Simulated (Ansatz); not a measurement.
# BH7N2: energies of removing a hydrogen, by script

Aim: energies of removing a hydrogen, for BH7N2, run from a script. SMILES: N[BH2-][NH3+].

Computed with the Python package of Ansatz 0.2.0. Level of theory: CAM-B3LYP/def2-SVPD.

## Step 1: Starting point

Bond lengths: N1–B2 1.535 Å, B2–N3 1.535 Å, N1–H4 1.045 Å, N1–H5 1.045 Å, B2–H6 1.194 Å, B2–H7 1.193 Å, N3–H8 1.045 Å, N3–H9 1.045 Å, N3–H10 1.045 Å. Angles (14 of 15 angles, heavy atoms first): N1–B2–N3 109.9°, N1–B2–H6 109.8°, N1–B2–H7 109.4°, N3–B2–H6 109.6°, N3–B2–H7 109.4°, B2–N1–H4 107.3°, B2–N1–H5 107.6°, B2–N3–H8 109.7°, B2–N3–H9 109.3°, B2–N3–H10 109.8°, H6–B2–H7 108.7°, H4–N1–H5 106.6°, H8–N3–H9 109.3°, H8–N3–H10 109.6°.

No structure file is read: the coordinates are typed or built in the script.

## Step 2: The code

bde.py reads:

```python
import ansatz as az

BASIS = "def2-SVPD"
FUNCTIONAL = "cam_b3lyp"


def total_energy(molecule, charge=0, unpaired=0):
    calc = (
        molecule.calculation()
        .basis(gaussian=BASIS)
        .functional(FUNCTIONAL)
    )
    if charge:
        calc = calc.charge(charge)
    if unpaired:
        calc = calc.spin("collinear", total=unpaired)
    return calc.run(threads=1).report["free_energy_ev"]

GEOMETRY = """
N     1.31960    0.27770    0.47190
B     0.18430   -0.40310   -0.30550
N    -1.17360    0.10950    0.19560
H     2.21380   -0.17490    0.17610
H     1.36850    1.27190    0.15320
H     0.29570   -0.17050   -1.47150
H     0.24600   -1.58390   -0.14390
H    -1.26610   -0.08060    1.21910
H    -1.93920   -0.38330   -0.31720
H    -1.24910    1.13730    0.02220
"""

def without(molecule, index):
    rest = az.Crystal.molecule()
    for i, site in enumerate(molecule.cartesian_sites):
        if i != index:
            rest = rest.atom(site.symbol, site.position_ang)
    return rest


def main() -> None:
    bh7n2 = az.Crystal.molecule()
    for line in GEOMETRY.strip().splitlines():
        symbol, *xyz = line.split()
        bh7n2 = bh7n2.atom(symbol, [float(v) for v in xyz])

    whole = total_energy(bh7n2, 0)
    hydrogen = total_energy(az.Crystal.molecule().atom("H", (0, 0, 0)), 0, 1)
    print(f"E(molecule) = {whole:.5f} eV, E(H) = {hydrogen:.5f} eV")
    for index in [4, 6, 9]:
        radical = total_energy(without(bh7n2, index), 0, 1)
        print(f"H{index}: homolysis {96.485332 * (radical + hydrogen - whole):.1f} kJ/mol")
        anion = total_energy(without(bh7n2, index), -1)
        print(f"H{index}: loss of a proton {96.485332 * (anion - whole):.1f} kJ/mol")


if __name__ == "__main__":
    main()
```

## Step 3: The input behind the calls

The engine receives this input (first run):

```yaml
crystal:
  periodic: [false, false, false]
  atoms:
    - { symbol: "N", position_ang: [1.3196, 0.2777, 0.4719] }
    - { symbol: B, position_ang: [0.1843, -0.4031, -0.3055] }
    - { symbol: "N", position_ang: [-1.1736, 0.1095, 0.1956] }
    - { symbol: H, position_ang: [2.2138, -0.1749, 0.1761] }
    - { symbol: H, position_ang: [1.3685, 1.2719, 0.1532] }
    - { symbol: H, position_ang: [0.2957, -0.1705, -1.4715] }
    - { symbol: H, position_ang: [0.246, -1.5839, -0.1439] }
    - { symbol: H, position_ang: [-1.2661, -0.0806, 1.2191] }
    - { symbol: H, position_ang: [-1.9392, -0.3833, -0.3172] }
    - { symbol: H, position_ang: [-1.2491, 1.1373, 0.0222] }
basis:
  gaussian:
    orbitals: def2-SVPD
hamiltonian:
  xc: cam_b3lyp
```

## Step 4: Running it

The run is started by

```sh
python bde.py
```

Without the output at hand: what should come out? Wanted: weakest bond to hydrogen among those tried; easiest loss of a proton among those tried.

The runs gave:

| quantity | value |
| --- | --- |
| weakest bond to hydrogen among those tried (homolysis) | H4 (counted from 0), 426.5 kJ/mol |
| easiest loss of a proton among those tried | H9, 1504.3 kJ/mol |
| runs compared | 8 |

Atoms are numbered as in the script, from 0. The fragments aren't relaxed and zero-point energy is left out, so these aren't bond dissociation enthalpies. Losing a bare proton in the gas phase costs far more than homolysis, as charges must be parted. All 8 runs converged, in 8 to 28 cycles. The geometry is a force-field or estimated start, not a minimum of this method, and the basis set is short of its limit. All parts are taken at fixed geometry, without zero-point energy.
